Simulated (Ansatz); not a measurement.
**CH₅ClMoN₂O: basis-set convergence**

An exercise on one series of results from a longer session: the logs are not shown, and one member is left open.

Computed with Ansatz 0.2.0, Gaussian basis. Level: one geometry, several basis sets.

The runs, in order: PBE0-D4/def2-SVP; ωB97M-V/def2-SVP; PBE0-D4/def2-QZVPP; ωB97M-V/def2-QZVPP; the functionals' def2-TZVPP values are taken from earlier runs.

## The relaxed structure

All runs share one geometry, relaxed beforehand with PBE0-D4 in a triple-zeta def2 set. Mo takes the def2 core potential; no spin-orbit term is included.

SMILES `C[N]=[Mo]([NH2])(=[O])[Cl]`, 11 atoms, charge 0, spin multiplicity 1.

Atoms are counted from 1 here; the program's logs count them from 0.

Bond lengths: C1–N2 1.418 Å, C1–H7 1.096 Å, C1–H8 1.095 Å, C1–H9 1.095 Å, N2–Mo3 1.722 Å, Mo3–N4 1.927 Å, Mo3–O5 1.680 Å, Mo3–Cl6 2.287 Å, N4–H10 1.010 Å, N4–H11 1.008 Å. Angles: N2–C1–H7 111.8°, N2–C1–H8 109.8°, N2–C1–H9 109.7°, H7–C1–H8 109.0°, H7–C1–H9 108.9°, H8–C1–H9 107.7°, C1–N2–Mo3 151.6°, N2–Mo3–N4 105.3°, N2–Mo3–O5 109.6°, N2–Mo3–Cl6 108.3°, N4–Mo3–O5 110.8°, N4–Mo3–Cl6 112.2°, O5–Mo3–Cl6 110.4°, Mo3–N4–H10 121.8°, Mo3–N4–H11 125.2°, H10–N4–H11 111.5°.

The first run:

in.yaml

```yaml
crystal:
  periodic: [false, false, false]
  atoms:
    - {symbol: C, position_ang: [-0.688344, -1.309944, -1.426706]}
    - {symbol: N, position_ang: [-0.532582, -0.376439, -0.370181]}
    - {symbol: Mo, position_ang: [0.165588, 1.045963, 0.302838]}
    - {symbol: N, position_ang: [0.955061, 0.485479, 1.968509]}
    - {symbol: O, position_ang: [1.336996, 1.647854, -0.739880]}
    - {symbol: Cl, position_ang: [-1.497806, 2.586014, 0.609070]}
    - {symbol: H, position_ang: [0.008108, -1.113452, -2.249198]}
    - {symbol: H, position_ang: [-1.712973, -1.267154, -1.810306]}
    - {symbol: H, position_ang: [-0.515542, -2.324063, -1.051288]}
    - {symbol: H, position_ang: [1.733739, 0.979653, 2.381098]}
    - {symbol: H, position_ang: [0.813254, -0.410912, 2.406744]}
basis:
  gaussian: {orbitals: def2-SVP}
hamiltonian: {xc: pbe0, dispersion: d4}
output: {orbitals: {seedname: orbitals}}
```

Run with:

```console
ansatz run in.yaml --threads 2 --pin off --events-out ev --progress --plain --max-ram 22528MiB --backend cpu
```

Steps of the session up to this table: PBE0-D4 in def2-SVP; ωB97M-V in def2-SVP; PBE0-D4 in def2-QZVPP; ωB97M-V in def2-QZVPP.

One of the session's tables, all rows but one given; the rest of the session is left out.

It belongs to the step «Density functionals: the series». 

```
functional       basis  HOMO (eV)  LUMO (eV)
   PBE0-D4    def2-SVP          ?          ?
   PBE0-D4  def2-TZVPP      -7.71      -1.84
   PBE0-D4  def2-QZVPP      -7.73      -1.87
   ωB97M-V    def2-SVP      -9.89       0.35
   ωB97M-V  def2-TZVPP      -9.96       0.19
   ωB97M-V  def2-QZVPP      -9.99       0.13
```

Q: Estimate the row for PBE0-D4, def2-SVP from the others.

The run gave: HOMO (eV): -7.65; LUMO (eV): -1.73. In the column «HOMO (eV)» it is the highest.
